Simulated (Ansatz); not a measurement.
# CH5GeO+ (SMILES [CH2]1[OH+][GeH2]1): one structure at several levels

The atoms stand at a structure displaced at random from a GFN2-xTB minimum. How far do the functionals agree with CCSD(T) there?

Computed with Ansatz 0.2.0, Gaussian basis. Level: single points in def2-TZVPP.

Cores are frozen in the correlated methods. Filled d shells of the heavier atoms are correlated.

## Step 1: The system as given

SMILES `[CH2]1[OH+][GeH2]1`, 8 atoms, charge 1, spin multiplicity 1.

Atoms are counted from 1 here; the program's logs count them from 0.

Bond lengths: C1–O2 1.486 Å, C1–Ge3 1.981 Å, C1–H4 1.304 Å, C1–H5 0.866 Å, O2–Ge3 2.079 Å, O2–H6 1.229 Å, Ge3–H7 1.458 Å, Ge3–H8 1.180 Å. Angles: O2–C1–Ge3 72.1°, O2–C1–H4 95.4°, O2–C1–H5 127.3°, Ge3–C1–H4 113.0°, Ge3–C1–H5 125.6°, H4–C1–H5 114.1°, C1–O2–Ge3 65.0°, C1–O2–H6 96.2°, Ge3–O2–H6 119.1°, C1–Ge3–O2 42.8°, C1–Ge3–H7 116.4°, C1–Ge3–H8 122.4°, O2–Ge3–H7 97.0°, O2–Ge3–H8 107.1°, H7–Ge3–H8 114.8°.

Geometry (Å):

```xyz
8
CH5GeO
C    -0.42080    0.48730   -0.66130
O    -0.26160    0.56900    0.81370
Ge    0.67450   -1.05780   -0.08120
H    -1.70120    0.24450   -0.63300
H    -0.18630    1.07980   -1.24760
H     0.31180    1.65640    0.82610
H    -0.01770   -2.09770    0.67120
H     1.82760   -0.96430    0.14880
```

## Step 2: CCSD(T)/def2-TZVPP

run/in.yaml reads:

```yaml
crystal:
  periodic: [false, false, false]
  atoms:
    - {symbol: C, position_ang: [-0.420800, 0.487300, -0.661300]}
    - {symbol: O, position_ang: [-0.261600, 0.569000, 0.813700]}
    - {symbol: Ge, position_ang: [0.674500, -1.057800, -0.081200]}
    - {symbol: H, position_ang: [-1.701200, 0.244500, -0.633000]}
    - {symbol: H, position_ang: [-0.186300, 1.079800, -1.247600]}
    - {symbol: H, position_ang: [0.311800, 1.656400, 0.826100]}
    - {symbol: H, position_ang: [-0.017700, -2.097700, 0.671200]}
    - {symbol: H, position_ang: [1.827600, -0.964300, 0.148800]}
basis:
  gaussian: {orbitals: def2-TZVPP}
total_charge: 1
correlation: {method: ccsd_t}
output: {forces: true}
```

No record of the launch command was kept for these runs.

## Step 3: PBE0-D4/def2-TZVPP

Edit run/in.yaml of step 2 so:

```diff
@@ -14,3 +14,3 @@
 total_charge: 1
-correlation: {method: ccsd_t}
-output: {forces: true}
+hamiltonian: {xc: pbe0, dispersion: d4}
+output: {forces: true, orbitals: {seedname: orbitals}}
```

## Step 4: wB97M-V/def2-TZVPP

Edit run/in.yaml of step 3 so:

```diff
@@ -14,3 +14,3 @@
 total_charge: 1
-hamiltonian: {xc: pbe0, dispersion: d4}
-output: {forces: true, orbitals: {seedname: orbitals}}
+hamiltonian: {xc: {name: wB97M-V}}
+output: {forces: true}
```

## Step 5: r2SCAN-D4/def2-TZVPP

Edit run/in.yaml of step 4 so:

```diff
@@ -14,3 +14,3 @@
 total_charge: 1
-hamiltonian: {xc: {name: wB97M-V}}
+hamiltonian: {xc: r2scan, dispersion: d4}
 output: {forces: true}
```

## Step 6: PBE-D4/def2-TZVPP

Edit run/in.yaml of step 5 so:

```diff
@@ -14,3 +14,3 @@
 total_charge: 1
-hamiltonian: {xc: r2scan, dispersion: d4}
+hamiltonian: {xc: pbe, dispersion: d4}
 output: {forces: true}
```

## Step 7: LC-wPBE/def2-TZVPP

Edit run/in.yaml of step 6 so:

```diff
@@ -14,3 +14,3 @@
 total_charge: 1
-hamiltonian: {xc: pbe, dispersion: d4}
+hamiltonian: {xc: {name: LC-wPBE}}
 output: {forces: true}
```

## Step 8: B97M-V/def2-TZVPP

Edit run/in.yaml of step 7 so:

```diff
@@ -14,3 +14,3 @@
 total_charge: 1
-hamiltonian: {xc: {name: LC-wPBE}}
+hamiltonian: {xc: {name: B97M-V}}
 output: {forces: true}
```

(Steps that only read results are left out.)

Before running it: what results should come out? Wanted: energy less free atoms, CCSD(T)/def2-TZVPP; RMS force component; RMS force error; HOMO and LUMO, PBE0-D4; T1 diagnostic.

As calculated:

| quantity | value |
| --- | --- |
| energy less free atoms, CCSD(T)/def2-TZVPP | -1297.8 kJ/mol |
| RMS force component | 6.665 to 6.886 eV/Å over the methods |
| RMS force error | PBE0-D4 0.188, wB97M-V 0.116, r2SCAN-D4 0.073, PBE-D4 0.212, LC-wPBE 0.287, B97M-V 0.123 eV/Å |
| HOMO and LUMO, PBE0-D4 | -14.08 and -7.78 eV |
| T1 diagnostic | 0.015 |

What this shows: Against CCSD(T) the functionals' energies less atoms differ by -94.0 to -6.8 kJ/mol, PBE-D4 by -94.0 kJ/mol. A larger basis would deepen the CCSD(T) value, while the functionals are nearly converged already, so the order here is not reliable. The forces of r2SCAN-D4 come nearest to CCSD(T), those of LC-wPBE are farthest. Frozen-core CCSD(T) forces in triple zeta carry basis errors of their own, and this is one geometry, so small gaps rank nothing.
